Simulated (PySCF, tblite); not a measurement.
# C₅H₉BFN: geometry, infrared bands and NMR shifts

Aim: predict the infrared bands and NMR shifts of C₅H₉BFN (`C=C([BH2-][N+]#CC)CF`).

The runs use tblite 0.8.0 and PySCF 2.14.0, with density-fitted response routines of our own; the level of theory stands in each step. All values are computed, except where a source is named. Atoms count from 0, in the outputs and in this text.

## 1. Starting geometry

17 atoms, charge 0, multiplicity 1; geometry from: force field or distance geometry start.

Bonds of the start (Å): C0–C1 1.34, C1–B2 1.59, B2–N3 1.48, N3–C4 1.16, C4–C5 1.46, C1–C6 1.51, C6–F7 1.39, C0–H8 1.08, C0–H9 1.10, B2–H10 1.19, B2–H11 1.20, C5–H12 1.10, C5–H13 1.11, C5–H14 1.10, C6–H15 1.10, C6–H16 1.11.

## 2. Relaxing the molecule with GFN2-xTB

What the job is given:

```
{"job": {"kind": "relax", "xc": "GFN2-xTB", "basis": "xTB"}, "charge": 0, "multiplicity": 1}
C     -1.626800     0.956500     1.025600
C     -1.448200    -0.131500     0.267000
B     -0.465300    -0.075800    -0.979500
N      0.917900     0.199600    -0.543200
C      2.001100     0.396600    -0.177300
C      3.366400     0.658600     0.255900
C     -2.163300    -1.409600     0.618400
F     -1.758700    -1.847300     1.875800
H     -1.129100     1.892100     0.796400
H     -2.304200     0.933000     1.889500
H     -0.499700    -1.099800    -1.590500
H     -0.830400     0.797800    -1.712300
H      3.898800     1.252000    -0.504300
H      3.353700     1.228100     1.207600
H      3.895700    -0.295300     0.418000
H     -1.955900    -2.212600    -0.105100
H     -3.259000    -1.230300     0.634400
```

Launch:

```console
> OMP_NUM_THREADS=1 python probes_run.py task.json out
```

This one command runs all jobs of the session in turn.

**Question.** This job is followed by: GFN2-xTB harmonic vibrations, gas phase; GIAO PBE0/pcSseg-1 NMR shielding, non-relativistic, gas phase. Predict these results of the whole session: strongest single infrared mode (GFN2-xTB); zero-point energy (GFN2-xTB); 13C shifts against TMS (PBE0/pcSseg-1); 1H shifts against TMS (PBE0/pcSseg-1, means over atoms taken as alike); 11B shifts against BF3·OEt2 (PBE0/pcSseg-1); 15N shifts against NH3 (PBE0/pcSseg-1); 19F shifts against CFCl3 (PBE0/pcSseg-1).

The runs gave:

```
                                                              quantity                               value
                             strongest single infrared mode (GFN2-xTB)               2457 cm⁻¹, 178 km/mol
                                          zero-point energy (GFN2-xTB)                       80.7 kcal/mol
                                13C shifts against TMS (PBE0/pcSseg-1)  166.5, 118.1, 116.8, 92.2, 2.2 ppm
1H shifts against TMS (PBE0/pcSseg-1, means over atoms taken as alike)    5.90, 5.44, 5.23, 2.39, 2.03 ppm
                           11B shifts against BF3·OEt2 (PBE0/pcSseg-1)                           -36.0 ppm
                                15N shifts against NH3 (PBE0/pcSseg-1)                           234.9 ppm
                              19F shifts against CFCl3 (PBE0/pcSseg-1)                          -241.9 ppm
```

**Reading.** The optimisation took 111 steps and gained 0.227 eV; among the close pairs (by a distance rule), C1–B2 changed most, from 1.588 to 1.626 Å. The lowest mode is slightly imaginary (20i cm⁻¹), a soft motion within the noise of the Hessian, so the minimum is not strictly shown. The strongest single mode, at 2457 cm⁻¹, moves mainly H11. GFN2-xTB is a fitted tight-binding method: band positions and strengths are rough. Its intensities can rank the bands wrongly. At PBE0/pcSseg-1: Shielding is most anisotropic at N3 (span 463 ppm, paramagnetic term -300 ppm).
